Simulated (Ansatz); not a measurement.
# AlO2: magnetic states

The task here is to estimate one member of a computed series from the others.

Method: DFT PBE, scalar-relativistic, plane waves, PAW, in Ansatz 0.2.0.

### The structure to begin with

Symmetry: Cmcm, No. 63, orthorhombic system. Conventional cell: a = 2.976 Å, b = 10.806 Å, c = 3.647 Å, α = 90.00°, β = 90.00°, γ = 90.00°. Al (site symmetry m2m) has 6 O at 1.87 to 2.02 Å as nearest neighbours. O (site symmetry m2m) has 4 Al at 1.87 to 2.02 Å as nearest neighbours. Around O (site symmetry m2m) lie 2 Al at 1.88 Å.

As a file:

```cif
data_structure
_symmetry_space_group_name_H-M 'P 1'
_symmetry_Int_Tables_number 1
_cell_length_a 5.6040
_cell_length_b 5.6040
_cell_length_c 3.6466
_cell_angle_alpha 90.000
_cell_angle_beta 90.000
_cell_angle_gamma 149.201
_cell_volume 58.64
loop_
_atom_site_label
_atom_site_type_symbol
_atom_site_fract_x
_atom_site_fract_y
_atom_site_fract_z
_atom_site_occupancy
Al1 Al 0.33187 0.66813 0.25000 1
Al2 Al 0.66813 0.33187 0.75000 1
O1 O 0.70582 0.29418 0.25000 1
O2 O 0.29418 0.70582 0.75000 1
O3 O 0.93893 0.06107 0.25000 1
O4 O 0.06107 0.93893 0.75000 1
```

The structure comes from the Materials Project (structure only); it is used as listed.

The first run:

Contents of input.yaml:

```yaml
crystal:
  lattice:
    - [1.488162, -5.402833, 0.0]
    - [1.488162, 5.402833, 0.0]
    - [0.0, 0.0, 3.646612]
  atoms:
    - { symbol: Al, position: [0.331867, 0.668133, 0.25] }
    - { symbol: Al, position: [0.668133, 0.331867, 0.75] }
    - { symbol: O, position: [0.705816, 0.294184, 0.25] }
    - { symbol: O, position: [0.294184, 0.705816, 0.75] }
    - { symbol: O, position: [0.938928, 0.061072, 0.25], spin: 1.0 }
    - { symbol: O, position: [0.061072, 0.938928, 0.75], spin: 1.0 }
basis:
  ecutwfc: 420
kpoints:
  mp_grid: { grid: [6, 6, 6] }
hamiltonian:
  xc: pbe
scf:
  occupations: { method: gaussian, width: 0.1 }
output:
  forces: true
  stress: true
  eigenvalues: true
  populations: true
magnetization:
  spin_polarized: true
```

Started as:

```sh
$ ansatz run input.yaml --threads 1 --pin off --max-ram 2560MiB --backend cpu --events-out ev --progress --plain --runs-dir out
```

Steps of the session up to this table: A first look at the start; The base run, for reference; Start: no spin polarisation; Magnetic start: ferromagnetic; Magnetic start: large parallel starting moments; Magnetic start: antiferromagnetic in the cell, signs +-; Start: small parallel starting moments.

One of the session's tables, all rows but one given; the rest of the session is left out.

It belongs to the step «Which state is lowest». 

```
                                  start  energy above the lowest (meV/atom)  pressure (GPa)
                          ferromagnetic                                0.00            -0.3
        large parallel starting moments                                0.00            -0.3
        small parallel starting moments                                0.00            -0.3
antiferromagnetic in the cell, signs +-                                   ?               ?
                                no spin                                50.2            -1.2
```

Q: Estimate the row for antiferromagnetic in the cell, signs +- from the others.

As computed: energy above the lowest (meV/atom): 40.9; pressure (GPa): -0.2. In the column «energy above the lowest (meV/atom)» it lies between small parallel starting moments (0.00) and no spin (50.2).
